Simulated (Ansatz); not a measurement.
What does this script print? It uses Ansatz 0.2.0 through its Python package.

Contents of `h4inn2.xyz`:
```text
7

N    -1.58907    0.54523   -0.46222
In   -0.36041   -0.43798    1.05355
N     1.66677   -0.45380    0.23878
H    -2.59482    0.48050   -0.32885
H    -1.39952    0.07127   -1.34268
H     2.40417   -0.70445    0.89274
H     1.87289    0.49924   -0.05133
```

`scan_h4inn2.py`:
```python
"""Stretching a bond of H4InN2, the rest held rigid."""

import ansatz as az
import matplotlib.pyplot as plt
import numpy as np


def main() -> None:
    geometry = az.Crystal.molecule_from_extxyz("h4inn2.xyz")

    symbols = [site.symbol for site in geometry.cartesian_sites]
    start = np.array([site.position_ang for site in geometry.cartesian_sites])
    axis = (start[5] - start[2]) / np.linalg.norm(start[5] - start[2])
    moving = [5]
    lengths, energies = [0.895, 0.936, 0.976, 1.017, 1.058, 1.098, 1.139, 1.2], []
    for length in lengths:
        xyz = start.copy()
        xyz[moving] += (length - np.linalg.norm(start[5] - start[2])) * axis
        point = az.Crystal.molecule()
        for symbol, place in zip(symbols, xyz):
            point = point.atom(symbol, place.tolist())
        calc = (
            point.calculation()
            .basis(gaussian="def2-SVP")
            .functional("PBE")
            .spin("collinear", total=1)
        )
        r = calc.run(threads=1).report
        energies.append(r["free_energy_ev"])
        print(f"r = {length:6.3f} A  E = {energies[-1]:.5f} eV  <S^2> = {abs(r['mean_field']['state']['spin_squared']):.3f}")

    # quartic fit about the minimum
    fit = np.polynomial.Polynomial.fit(lengths, np.array(energies) - min(energies), 4).convert()
    roots = [r.real for r in fit.deriv().roots() if abs(r.imag) < 1e-9 and fit.deriv(2)(r.real) > 0]
    r_e = min(roots, key=lambda r: abs(r - lengths[int(np.argmin(energies))]))
    print(f"minimum of the fit at {r_e:.4f} A, force constant {fit.deriv(2)(r_e):.2f} eV/A^2")
    plt.figure(figsize=(4.5, 3))
    plt.plot(lengths, np.array(energies) - min(energies), "o-")
    plt.xlabel("bond length (A)")
    plt.ylabel("E - E(min) (eV)")
    plt.tight_layout()
    plt.savefig("scan.png", dpi=100)


if __name__ == "__main__":
    main()
```

```console
$ python scan_h4inn2.py
r =  0.895 A  E = -8211.92149 eV  <S^2> = 0.754
r =  0.936 A  E = -8212.21018 eV  <S^2> = 0.754
r =  0.976 A  E = -8212.36985 eV  <S^2> = 0.755
r =  1.017 A  E = -8212.43639 eV  <S^2> = 0.755
r =  1.058 A  E = -8212.42691 eV  <S^2> = 0.755
r =  1.098 A  E = -8212.36140 eV  <S^2> = 0.755
r =  1.139 A  E = -8212.25036 eV  <S^2> = 0.755
r =  1.200 A  E = -8212.02612 eV  <S^2> = 0.755
minimum of the fit at 1.0310 A, force constant 41.22 eV/A^2
```

Total energies depend on the basis set; only differences at equal settings carry meaning. The rest of the molecule is held rigid at a force-field or estimated start geometry, and the basis set is modest; single-reference methods fail as a bond breaks. def2 sets replace the cores of elements past krypton by effective core potentials. The species is open-shell (spin multiplicity 2). Spin-orbit coupling of the heavy open-shell atom is left out. Wall time of the script: 28 s on 1 thread of Intel(R) Xeon(R) Processor @ 2.30GHz (shared host), peak memory 0.27 GiB.
